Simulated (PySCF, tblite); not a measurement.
# C₅H₆B₂F₂Si: geometry, infrared bands and NMR shifts

Aim: predict the infrared bands and NMR shifts of C₅H₆B₂F₂Si (`C#C[SiH2]C#CBCB(F)F`).

Programs: tblite 0.8.0 and PySCF 2.14.0, with density-fitted response routines of our own. Each step states its level of theory. These are calculated values for one molecule in the gas phase, unless marked as measured. Atoms count from 0, in the outputs and in this text.

### 1 Starting geometry

16 atoms, charge 0, multiplicity 1; geometry from: force field or distance geometry start.

Bonds of the start (Å): C0–C1 1.22, C1–Si2 1.81, Si2–C3 1.83, C3–C4 1.22, C4–B5 1.55, B5–C6 1.60, C6–B7 1.57, B7–F8 1.46, B7–F9 1.44, C0–H10 1.05, Si2–H11 1.45, Si2–H12 1.47, B5–H13 1.20, C6–H14 1.11, C6–H15 1.09.

### 2 Geometry optimisation with GFN2-xTB

The job: settings as JSON, then the geometry in Å.

```
{"job": {"kind": "relax", "xc": "GFN2-xTB", "basis": "xTB"}, "charge": 0, "multiplicity": 1}
C      4.773800    -0.307600     0.396500
C      3.869700    -0.027100    -0.378300
Si     2.526800     0.350600    -1.538900
C      0.963400     0.579500    -0.621800
C     -0.066800     0.719800     0.007300
B     -1.395100     0.930600     0.783600
C     -2.469200    -0.246500     0.658300
B     -3.843100     0.468000     0.388800
F     -4.726700     0.663900     1.533000
F     -4.389900     0.386000    -0.936900
H      5.548400    -0.556900     1.055400
H      2.755800     1.581800    -2.275300
H      2.382000    -0.781100    -2.470800
H     -1.217100     1.292800     1.915600
H     -2.527300    -0.830100     1.597800
H     -2.192300    -0.947300    -0.125600
```

Launch:

```sh
> OMP_NUM_THREADS=1 python probes_run.py task.json out
```

One launch serves the whole session: the jobs run in the order shown.

**Question.** This job is followed by: GFN2-xTB harmonic vibrations, gas phase; GIAO PBE0/pcSseg-1 NMR shielding, non-relativistic, gas phase. What will the session give for the following? strongest single infrared mode (GFN2-xTB); zero-point energy (GFN2-xTB); 13C shifts against TMS (PBE0/pcSseg-1); 1H shifts against TMS (PBE0/pcSseg-1, means over atoms taken as alike); 29Si shifts against TMS (PBE0/pcSseg-1); 11B shifts against BF3·OEt2 (PBE0/pcSseg-1); 19F shifts against CFCl3 (PBE0/pcSseg-1, means over atoms taken as alike).

**Answer**, as computed:

| quantity | value |
| --- | --- |
| strongest single infrared mode (GFN2-xTB) | 726 cm⁻¹, 484 km/mol |
| zero-point energy (GFN2-xTB) | 58.0 kcal/mol |
| 13C shifts against TMS (PBE0/pcSseg-1) | 148.9, 126.9, 105.3, 82.7, 30.1 ppm |
| 1H shifts against TMS (PBE0/pcSseg-1, means over atoms taken as alike) | 6.82, 4.94, 2.20, 1.98 ppm |
| 29Si shifts against TMS (PBE0/pcSseg-1) | -92.4 ppm |
| 11B shifts against BF3·OEt2 (PBE0/pcSseg-1) | 66.9, 25.8 ppm |
| 19F shifts against CFCl3 (PBE0/pcSseg-1, means over atoms taken as alike) | -59.8 ppm |

Relaxing lowered the energy by 1.285 eV in 130 steps; the close pair that moved most is B7–F8, from 1.459 to 1.321 Å. The lowest mode is slightly imaginary (6i cm⁻¹), a soft motion within the noise of the Hessian, so the minimum is not strictly shown. The strongest single mode, at 726 cm⁻¹, has its largest shares on Si2, H12 and H11 (the list is cut at 3 atoms). Unscaled tight-binding wavenumbers are off by several per cent, some by more. Its intensities can rank the bands wrongly. At PBE0/pcSseg-1: Shielding is most anisotropic at C4 (span 330 ppm, paramagnetic term -201 ppm).
